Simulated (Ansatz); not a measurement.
**CCSD/cc-pVDZ run of CH3Cl3Si (methyltrichlorosilane)**

Aim: the energy change on altering one bond length of CH3Cl3Si (methyltrichlorosilane) at CCSD/cc-pVDZ, from 2 runs. 

The calculation is run with Ansatz 0.2.0.

80 further runs of the same task are left out: 6 that didn't finish, 74 set aside as unsound or not needed.

**1. Starting point**

CH3Cl3Si has 8 atoms, charge 0, and is taken as a singlet. SMILES: `C[Si](Cl)(Cl)Cl`. The coordinates come from a PBE0-D4/def2-TZVP relaxation.

Bond lengths: C1–Si2 1.841 Å, Si2–Cl3 2.039 Å, Si2–Cl4 2.039 Å, Si2–Cl5 2.039 Å, C1–H6 1.092 Å, C1–H7 1.092 Å, C1–H8 1.092 Å. Some angles: C1–Si2–Cl3 110.7°, C1–Si2–Cl4 110.7°, C1–Si2–Cl5 110.6°, Cl3–Si2–Cl4 108.3°, Cl3–Si2–Cl5 108.3°, Cl4–Si2–Cl5 108.3°, Si2–C1–H6 110.0°, Si2–C1–H7 110.0°, Si2–C1–H8 110.0°, H6–C1–H7 109.0°.

**2. The energy at CCSD/cc-pVDZ**

in.yaml

```yaml
crystal:
  periodic: [false, false, false]
  atoms:
    - {symbol: C, position_ang: [-0.728900, -0.279600, 0.686100]}
    - {symbol: Si, position_ang: [0.568900, 0.197900, -0.528700]}
    - {symbol: Cl, position_ang: [2.360400, -0.640000, -0.033600]}
    - {symbol: Cl, position_ang: [0.065900, -0.429500, -2.402200]}
    - {symbol: Cl, position_ang: [0.801200, 2.223000, -0.573800]}
    - {symbol: H, position_ang: [-0.844500, -1.365200, 0.700800]}
    - {symbol: H, position_ang: [-0.448300, 0.061100, 1.684800]}
    - {symbol: H, position_ang: [-1.682600, 0.175200, 0.410800]}
basis:
  gaussian: {orbitals: cc-pVDZ}
correlation: {method: ccsd, frozen_orbitals: {C: 1, Cl: 5, H: 0, Si: 5}}
scf: {omitted_lower_state_checks: [cluster_reference, increment]}
accuracy: high
```

Launch:

```
$ ansatz run in.yaml --threads 1 --pin off --max-ram 3480MiB --events-out events.jsonl --progress --plain --runs-dir runs
```

The log of the run, shortened:

```text
Warning: RAYON_NUM_THREADS=1 ignored (pool sized by the plan → 1); use --threads N
Functional definition: HF
  name "HF"
[...]
2365 factors; integrals over basis functions are off by at most 3.4e-9 eV
[...]
mean field -46456.16637174 eV, -1707.2326250408 hartree, gradient 1.1e-8 eV, S^2 0.000000; 0 other end points of the search recorded, 0 dependent functions left out
21 core orbitals not correlated: weight in the atoms' cores, before any rotation towards them, 1.000 or more for the frozen orbitals, at most 0.000 for the correlated occupied ones
reference -46456.16637174 eV, -1707.2326250408 hartree; 16, 16 occupied and 64, 64 virtual orbitals, 2365 factors
second order -17.33629645 eV of doubles, -0.00000000 eV of singles
cycle   1  -18.37169038 eV  change    -1.0e0 eV  update   7.9e-2
[...]
cycle  19  -18.77488526 eV  change    2.0e-9 eV  update   1.8e-9
Total energy: -46474.94125700 eV, -1707.9225893481 hartree
Checks for a lower state left out: cluster_reference, increment
```

Wall time 24 s (1 thread of Arm Neoverse V1, shared host); peak memory 0.62 GiB.

**3. The distorted shape**

job.yaml

```yaml
crystal:
  periodic: [false, false, false]
  atoms:
    - symbol: C
      position_ang: [-0.326503, 0.222316, 2.184889]
    - symbol: Si
      position_ang: [0.971297, 0.699816, 0.970089]
    - symbol: Cl
      position_ang: [2.762797, -0.138084, 1.465189]
    - symbol: Cl
      position_ang: [0.065900, -0.429500, -2.402200]
    - symbol: Cl
      position_ang: [1.203597, 2.724916, 0.924989]
    - symbol: H
      position_ang: [-0.442103, -0.863284, 2.199589]
    - symbol: H
      position_ang: [-0.045903, 0.563016, 3.183589]
    - symbol: H
      position_ang: [-1.280203, 0.677116, 1.909589]
basis:
  gaussian:
    orbitals: cc-pVDZ
correlation:
  method: ccsd
  frozen_orbitals: {C: 1, Cl: 5, H: 0, Si: 5}
accuracy: high
scf:
  omitted_lower_state_checks: [cluster_reference, increment]
```

Launch:

```
$ ansatz run job.yaml --threads 1 --pin off --max-ram 3480MiB --events-out events.jsonl --progress --plain --runs-dir runs
```

The log of the run, shortened:

```text
Warning: RAYON_NUM_THREADS=1 ignored (pool sized by the plan → 1); use --threads N
Functional definition: HF
  name "HF"
[...]
2299 factors; integrals over basis functions are off by at most 3.9e-9 eV
[...]
mean field -46451.65170984 eV, -1707.0667142763 hartree, gradient 2.3e-8 eV, S^2 0.000000; 0 other end points of the search recorded, 0 dependent functions left out; unrestricted orbitals would lower it
21 core orbitals not correlated: weight in the atoms' cores, before any rotation towards them, 1.000 or more for the frozen orbitals, at most 0.000 for the correlated occupied ones
reference -46451.65170984 eV, -1707.0667142763 hartree; 16, 16 occupied and 64, 64 virtual orbitals, 2299 factors
second order -17.58727715 eV of doubles, -0.00000000 eV of singles
cycle   1  -18.48177279 eV  change   -8.9e-1 eV  update   1.7e-1
[...]
cycle  30  -19.18903026 eV  change  -6.0e-10 eV  update   1.3e-9
Total energy: -46470.84074010 eV, -1707.7718981315 hartree
Checks for a lower state left out: cluster_reference, increment
```

Run time: 32 s. Hardware: 1 thread of Arm Neoverse V1, shared host; peak memory 0.61 GiB.

**4. What came out**

Level: CCSD/cc-pVDZ, 21 core orbitals frozen.

| quantity | value |
| --- | --- |
| first shape: total energy | -1707.92259 Eh |
| first shape: correlation energy (21 core orbitals frozen) | -690.0 mEh |
| first shape: T1 diagnostic | 0.008 |
| distorted shape: total energy | -1707.77190 Eh |
| distorted shape: correlation energy (21 core orbitals frozen) | -705.2 mEh |
| distorted shape: T1 diagnostic | 0.039 |
| energy change with the Si2–Cl4 bond stretched from 2.039 to 3.670 Å | 4.101 eV |

What this shows: One bond (distorted shape) is far stretched, which a spin-restricted single reference describes badly; a broken-symmetry solution may lie lower. With the Si2–Cl4 bond stretched from 2.039 to 3.670 Å the energy rises by 4.10 eV (95 kcal/mol). The first shape isn't relaxed at this level, so the change isn't measured from a minimum. A restricted reference can't describe the breaking bond well at this length. The T1 diagnostic (distorted shape) of 0.039 is above the customary mark for such species, so a single reference may not serve. The restricted solution (distorted shape) is unstable to spin breaking: an unrestricted one lies lower.
